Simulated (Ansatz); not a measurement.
# C2H3F3Te: a ladder of functionals and wavefunction methods

An exercise on one series of results from a longer session: the logs are not shown, and one member is left open.

Program: Ansatz 0.2.0, Gaussian basis. Level of theory: functionals in def2-TZVPP, the program's frozen cores in correlated methods. These are calculated values, not measurements.

Plan: LDA (SPW92), PBE-D4, revPBE-D4, BLYP-D4, r2SCAN-D4, B97M-V, PBE0-D4, B3LYP-D4, r2SCANh-D4, r2SCAN0-D4, HSE06-D4, BHLYP-D4, CAM-B3LYP-D4, LC-ωPBE, ωB97X-V, ωB97M-V, B2PLYP, PBE-QIDH; CCSD(T)/def2-SVP; CCSD(T)/def2-TZVPP; MP2/def2-QZVPP; extrapolation to the limit; RPA on PBE.

### The geometry

An earlier PBE0-D4 in a triple-zeta def2 set relaxation fixed the geometry. Te takes the def2 core potential; no spin-orbit term is included.

SMILES `C[Te]C(F)(F)F`, 9 atoms, charge 0, spin multiplicity 1.

Atoms are counted from 1 here; the program's logs count them from 0.

Bond lengths: C1–Te2 2.134 Å, C1–H7 1.089 Å, C1–H8 1.087 Å, C1–H9 1.087 Å, Te2–C3 2.167 Å, C3–F4 1.337 Å, C3–F5 1.335 Å, C3–F6 1.337 Å. Angles: Te2–C1–H7 106.5°, Te2–C1–H8 109.5°, Te2–C1–H9 109.5°, H7–C1–H8 109.9°, H7–C1–H9 109.9°, H8–C1–H9 111.4°, C1–Te2–C3 92.3°, Te2–C3–F4 112.4°, Te2–C3–F5 109.5°, Te2–C3–F6 112.4°, F4–C3–F5 107.8°, F4–C3–F6 106.7°, F5–C3–F6 107.8°.

Coordinates:

```mol
C2H3F3Te
  3D, bonds by distance, orders not assigned

  9  8  0  0  0  0  0  0  0  0999 V2000
   -0.3443   -1.2581    0.8956 C   0  0
    1.4520   -0.4485    0.0770 Te  0  0
    0.3872    1.1883   -0.8630 C   0  0
   -0.5256    0.7645   -1.7428 F   0  0
    1.2530    1.9664   -1.5166 F   0  0
   -0.2594    1.9518    0.0235 F   0  0
   -0.0561   -2.1492    1.4518 H   0  0
   -1.0218   -1.5286    0.0896 H   0  0
   -0.7967   -0.5332    1.5677 H   0  0
  1  2  8  0
  2  3  8  0
  3  4  8  0
  3  5  8  0
  3  6  8  0
  1  7  8  0
  1  8  8  0
  1  9  8  0
M  END
```

Set-up of the first run:

in.yaml

```yaml
crystal:
  periodic: [false, false, false]
  atoms:
    - {symbol: C, position_ang: [-0.344269, -1.258068, 0.895624]}
    - {symbol: Te, position_ang: [1.451969, -0.448520, 0.077048]}
    - {symbol: C, position_ang: [0.387211, 1.188287, -0.862962]}
    - {symbol: F, position_ang: [-0.525569, 0.764500, -1.742776]}
    - {symbol: F, position_ang: [1.253037, 1.966447, -1.516601]}
    - {symbol: F, position_ang: [-0.259379, 1.951825, 0.023475]}
    - {symbol: H, position_ang: [-0.056112, -2.149154, 1.451845]}
    - {symbol: H, position_ang: [-1.021761, -1.528567, 0.089591]}
    - {symbol: H, position_ang: [-0.796728, -0.533151, 1.567655]}
basis:
  gaussian: {orbitals: def2-TZVPP}
hamiltonian: {xc: lda}
output: {orbitals: {seedname: orbitals}}
```

Steps of the session up to this table: LDA; PBE-D4 (GGA); revPBE-D4 (GGA); BLYP-D4 (GGA); r2SCAN-D4 (meta-GGA); B97M-V (meta-GGA); PBE0-D4 (hybrid); B3LYP-D4 (hybrid); r2SCANh-D4 (hybrid); r2SCAN0-D4 (hybrid); HSE06-D4 (hybrid); BHLYP-D4 (hybrid); CAM-B3LYP-D4 (range-separated); LC-ωPBE-D4 (range-separated; the results give it without D4); ωB97X-V (range-separated); ωB97M-V (range-separated); B2PLYP (double hybrid); PBE-QIDH (double hybrid).

One table of the session follows, with a row left open; its other results are not shown here.

It belongs to the step «Orbital energies across the functionals». 

```
  functional  HOMO (eV)  gap (eV)
 LDA (SPW92)          ?         ?
      PBE-D4      -5.40      3.34
   revPBE-D4      -5.34      3.37
     BLYP-D4      -5.26      3.26
   r2SCAN-D4      -5.65      3.75
      B97M-V      -5.68      3.78
     PBE0-D4      -6.52      5.24
    B3LYP-D4      -6.31      4.78
  r2SCANh-D4      -6.07      4.45
  r2SCAN0-D4      -6.68      5.50
    HSE06-D4      -6.12      4.48
    BHLYP-D4      -7.50      7.03
CAM-B3LYP-D4      -7.81      7.50
     LC-ωPBE      -9.12      9.98
     ωB97X-V      -8.79      9.53
     ωB97M-V      -8.68      9.24
```

**Question.** Estimate the row for LDA (SPW92).

As computed: HOMO (eV): -5.57; gap (eV): 3.29. In the column «HOMO (eV)» it lies between r2SCAN-D4 (-5.65) and PBE-D4 (-5.40).
